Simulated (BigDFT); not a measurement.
Runs of BigDFT 1.9.6 on BNH6. The cell holds a molecule in a box, 8 atoms: a = 12.000 Å, b = 12.000 Å, c = 12.000 Å, α = 90.00°, β = 90.00°, γ = 90.00°. 

| potentials or basis | cell | empty orbitals to converge (nvirt) | gap on the mesh (eV) | largest force (eV/Å) |
| --- | --- | --- | --- | --- |
| GTH-PBE (B q3, H q1, N q5) | P1, 216.0 Å³/atom | 2 | 5.14 | 0.34 |
| GTH-PBE (B q3, H q1, N q5) | P1, 287.5 Å³/atom | 2 | (a) | 2.93 |
| UZH-GTH-PBE (B q3, H q1, N q5) | P1, 216.0 Å³/atom | - | - | (b) |
| UZH-GTH-SCAN (B q3, H q1, N q5) | P1, 216.0 Å³/atom | - | - | (c) |
| GTH-PBE (B q3, H q1, N q5) | P1, 197.14 Å³/atom | 2 | 5.27 | 1.80 |

Alike in all rows: task single point; level PBE; no spin polarisation; smearing fixed; grid spacing 0.28 bohr.

**Question.** Estimate the missing entries.

**Answer.** (a) 4.59; (b) 0.33; (c) 0.26.

Caveats: Davidson's empty levels didn't converge: the lowest is mostly good, higher ones can be missed (some runs); boundaries are free: the box only frames the coordinates, and the band gap is the HOMO-LUMO gap (some runs); boundaries are free: the box only frames the coordinates (some runs); the potentials were made for another functional, which shifts forces and pressure (some runs).

